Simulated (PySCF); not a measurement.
# H4MnO4 (Mn(OH)4): the cost of one run

Programs: PySCF 2.14.0, with routines of our own; each step states its level. All values are computed. Atoms count from 0.

## 1. The system as given

9 atoms, charge 0, states of the metal's open shell are computed; geometry from: model start, shaken.

## 2. Geometry optimisation at PBE0-D3(BJ)/def2-TZVP

The job: settings as JSON, then the geometry in Å.

```
{"job": {"xc": "PBE0", "basis": "def2-TZVP", "d3": "d3bj", "grid": 1, "maxiter": 45, "kind": "geom"}, "charge": 0, "metal": "Mn", "open_shell": "d3"}
Mn     0.000020     0.004480    -0.004110
O      0.991230     0.997770     0.989720
H      0.751580     1.902150     1.308980
O     -1.013900    -0.997240     1.009940
H     -0.749090    -1.896000     1.315920
O     -0.994160     0.984430    -1.011450
H     -1.910560     0.731330    -1.343990
O      1.001060    -1.023600    -1.000520
H      1.884400    -0.753480    -1.354110
```

Run with:

```sh
> OMP_NUM_THREADS=1 python lf_run.py task.json out
```

The driver reads the jobs from task.json and runs them one after another.

**Question.** How long does this first job take on 1 thread of Arm Neoverse V1, shared host, and how much memory does it need?

About 11 min, with a peak of 0.76 GiB.
